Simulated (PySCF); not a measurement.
**BH4O4−: electronic excitations and core binding energies**

Wanted: the electronic excitations and core binding energies of BH4O4− (`O[B-](O)(O)O`), by calculation.

The runs use PySCF 2.14.0, with density-fitted response routines of our own; the level of theory stands in each step. All values are computed, except where a source is named. Atoms count from 0, in the outputs and in this text.

## Step 1: The starting structure

9 atoms, charge -1, multiplicity 1; geometry from: GFN2-xTB.

Bonds of the start (Å): O0–B1 1.49, B1–O2 1.49, B1–O3 1.49, B1–O4 1.49, O0–H5 0.96, O2–H6 0.95, O3–H7 0.95, O4–H8 0.96.

## Step 2: TDDFT and polarisability: wB97X-D/def2-SVPD

The job: settings as JSON, then the geometry in Å.

```
{"job": {"kind": "uv", "xc": "wB97X-D", "basis": "def2-SVPD", "nstates": 8, "ntriplets": 3}, "charge": -1, "multiplicity": 1}
O     -0.222364     1.440822    -0.288773
B     -0.000667    -0.000274    -0.003143
O      1.322670    -0.481086    -0.477338
O     -1.049967    -0.772849    -0.716719
O     -0.052234    -0.186897     1.469922
H      0.269005     1.917375     0.377187
H      1.230128    -0.611923    -1.418786
H     -1.858272    -0.275753    -0.609797
H      0.375262    -1.023421     1.642268
```

Method: TDDFT wB97X-D/def2-SVPD, vertical, gas phase, core orbitals frozen in the response.

What it wrote:

```text
coarse grid: 7912 points
cycle   1  E = -327.6812024760  dE =  5.016e-01  |g| = 1.247e+00  |ddm| = 3.397e+00
cycle   2  E = -327.6312287081  dE =  4.997e-02  |g| = 1.430e+00  |ddm| = 2.391e+00
cycle   3  E = -327.9934631538  dE = -3.622e-01  |g| = 3.991e-02  |ddm| = 1.244e+00
cycle   4  E = -327.9939394056  dE = -4.763e-04  |g| = 1.369e-02  |ddm| = 1.055e-01
cycle   5  E = -327.9939883792  dE = -4.897e-05  |g| = 4.036e-03  |ddm| = 4.178e-02
cycle   6  E = -327.9939922524  dE = -3.873e-06  |g| = 8.172e-04  |ddm| = 7.505e-03
final grid: 77528 points
cycle   7  E = -328.0511429695  dE = -6.039e-05  |g| = 4.334e-03  |ddm| = 7.545e-02
cycle   8  E = -328.0511442061  dE = -1.237e-06  |g| = 4.441e-03  |ddm| = 1.512e-02
cycle   9  E = -328.0511475837  dE = -3.378e-06  |g| = 3.440e-04  |ddm| = 3.635e-03
cycle  10  E = -328.0511476523  dE = -6.864e-08  |g| = 1.777e-04  |ddm| = 2.011e-03
cycle  11  E = -328.0511476617  dE = -9.321e-09  |g| = 5.333e-05  |ddm| = 3.918e-04
cycle  12  E = -328.0511476625  dE = -8.546e-10  |g| = 2.751e-05  |ddm| = 1.398e-04
converged SCF energy = -328.0511476625

Static polarisability (au): isotropic 43.895, principal 43.744 43.964 43.976

Singlet excitations
state   eV       nm        f      main configurations
  1   5.7785    214.6   0.01919   H->L 0.89
  2   5.7873    214.2   0.01994   H-1->L 0.89
  3   6.4204    193.1   0.12908   H-2->L 0.76
  4   6.5872    188.2   0.00002   H-3->L 0.46, H->L+2 0.20, H-1->L+3 0.19
  5   7.1308    173.9   0.00164   H->L+2 0.25, H-1->L+3 0.24, H-2->L 0.15
  6   7.3205    169.4   0.02191   H->L+1 0.63, H-2->L+3 0.10
  7   7.3269    169.2   0.02237   H-1->L+1 0.62, H-2->L+2 0.10
  8   7.4115    167.3   0.00007   H->L+3 0.35, H-1->L+2 0.35, H-3->L 0.14

Triplet excitations (Tamm-Dancoff, eV): 5.7031 5.7116 6.3001
```

Run time: 19 s. Hardware: 1 thread, shared host.

Frontier orbitals and where they lie:

```tsv
orbital	eV	atoms
HOMO−3	-5.54	O2 21 %, O3 21 %, O0 21 %
HOMO−2	-4.99	O3 21 %, O0 21 %, O2 21 %
HOMO−1	-4.32	O0 29 %, O2 29 %, O3 18 %
HOMO	-4.31	O4 29 %, O3 28 %, O0 18 %
LUMO	5.46	B1 60 %, O4 7 %, O2 7 %
LUMO+1	6.91	O2 22 %, O3 22 %, O0 20 %
LUMO+2	6.96	O4 29 %, O3 26 %, O2 13 %
```

With each of the 8 states as a Gaussian band of 0.4 eV half-width at 1/e, the curve within the window shown has maxima at 194 nm (ε 5,400), 170 nm (ε 1,900) L/(mol cm). Beyond the last state computed it falls off for lack of states. The curve at chosen wavelengths:

nm, ε (L/mol/cm) and a bar:
```
      161        710 ###
      164       1250 ######
      167       1710 #########
      170       1886 ##########
      173       1779 #########
      177       1625 ########
      180       1889 ##########
      183       2619 ##############
      186       3657 ####################
      189       4658 ##########################
      192       5271 ##############################
      195       5327 ##############################
      198       4893 ###########################
      202       3949 ######################
      205       3264 ##################
      208       2729 ###############
      211       2345 #############
      214       2052 ###########
      217       1787 #########
      220       1515 ########
      223       1233 ######
      227        867 ####
      230        628 ###
      233        433 #
      236        285 #
      239        180
```

Ground-state properties from the same run:

```tsv
property	computed
polarisability (Å³)	6.50
HOMO–LUMO gap (eV)	9.77
−ε(HOMO) (eV)	4.31
```

## Step 3: Core-electron binding energies: SCAN, X2C

The job, as its differences from that of step 2:

```diff
@@ -1,2 +1,2 @@
-{"job": {"kind": "uv", "xc": "wB97X-D", "basis": "def2-SVPD", "nstates": 8, "ntriplets": 3}, "charge": -1, "multiplicity": 1}
+{"job": {"kind": "xps"}, "charge": -1, "multiplicity": 1}
 O     -0.222364     1.440822    -0.288773
```

With the program's defaults for keys left out, this is: delta-SCF UKS SCAN, pcX-2 on the ionised atom, pcseg-1 elsewhere, spin-free X2C.

What it wrote:

```text
ground state, core basis on atom 0 (O), 121 functions
  cycle   1  E = -328.08656127  |g| = 1.35e+00
  cycle   2  E = -327.54235110  |g| = 2.19e+00
  cycle   3  E = -328.42501618  |g| = 1.16e-01
  cycle   4  E = -328.42574491  |g| = 8.98e-02
  cycle   5  E = -328.42711009  |g| = 1.09e-02
  cycle   6  E = -328.42712584  |g| = 3.64e-03
  cycle   7  E = -328.42713009  |g| = 1.12e-03
  cycle   8  E = -328.42713000  |g| = 4.19e-04
  E(ground) = -328.43939123 Eh
hole in O 1s of atom 0
  cycle   1  E = -308.07576141  |g| = 2.22e+00
  cycle   2  E = -307.47693293  |g| = 2.26e+00
  cycle   3  E = -308.76380444  |g| = 5.75e-01
  cycle   4  E = -308.82396702  |g| = 3.77e-01
  cycle   5  E = -308.87402126  |g| = 5.03e-02
  cycle   6  E = -308.87470819  |g| = 2.16e-02
  cycle   7  E = -308.87486625  |g| = 7.16e-03
  cycle   8  E = -308.87488537  |g| = 2.00e-03
  cycle   9  E = -308.87488818  |g| = 6.65e-04
  cycle  10  E = -308.87488814  |g| = 2.58e-04
  E(ion) = -308.88750915 Eh   <S^2> = 0.7615   hole on atom = 1.000   binding energy = 532.034 eV
ground state, core basis on atom 1 (B), 121 functions
  cycle   1  E = -328.39699215  |g| = 6.37e-02
  cycle   2  E = -328.39666738  |g| = 6.49e-02
  cycle   3  E = -328.39739493  |g| = 1.72e-02
  cycle   4  E = -328.39743696  |g| = 7.29e-03
  cycle   5  E = -328.39744798  |g| = 1.21e-03
  cycle   6  E = -328.39744864  |g| = 3.22e-04
  E(ground) = -328.41465439 Eh
hole in B 1s of atom 1
  cycle   1  E = -320.98229052  |g| = 1.18e+00
  cycle   2  E = -320.37706566  |g| = 1.63e+00
  cycle   3  E = -321.30660144  |g| = 3.74e-01
  cycle   4  E = -321.34892865  |g| = 1.84e-01
  cycle   5  E = -321.36051166  |g| = 2.66e-02
  cycle   6  E = -321.36068972  |g| = 5.94e-03
  cycle   7  E = -321.36069680  |g| = 1.05e-03
  cycle   8  E = -321.36069864  |g| = 1.02e-03
  cycle   9  E = -321.36069848  |g| = 3.44e-04
  E(ion) = -321.37646255 Eh   <S^2> = 0.7640   hole on atom = 1.000   binding energy = 191.519 eV
```

It took 12 s on 1 thread, shared host.

Binding energies by hole, beside the orbital energy of the ground state; the difference holds orbital relaxation and, for a density functional, its self-interaction error:

```tsv
hole	stands for	environment	ΔSCF (eV)	−ε (eV)	⟨S²⟩
O1s on O0	O0, O2, O3, O4	oxygen bonded to B, H	532.03	509.8	0.761
B1s on B1	B1	boron bonded to 4 O	191.52	174.8	0.764
```

Each hole run stands for the others of its class of like atoms.

## Step 4: Results

```
                                quantity                        value
      lowest singlet (wB97X-D/def2-SVPD)  5.78 eV (215 nm), f = 0.019
brightest single state of those computed  state 3, 6.42 eV, f = 0.129
                          lowest triplet                      5.70 eV
        O1s binding energies, SCAN/pcX-2                 O0 532.03 eV
        B1s binding energies, SCAN/pcX-2                 B1 191.52 eV
```

In words: The lowest singlet, at 5.78 eV, is HOMO→LUMO 0.89 and is weak; of the 8 states computed, the strongest absorption comes from state 3 at 6.42 eV. The lowest triplet lies 0.08 eV below the lowest singlet (triplets in Tamm-Dancoff, singlets in full TDDFT). The lowest singlet lies above −ε(HOMO); no detachment energy was computed, so the anion's states may not be bound.
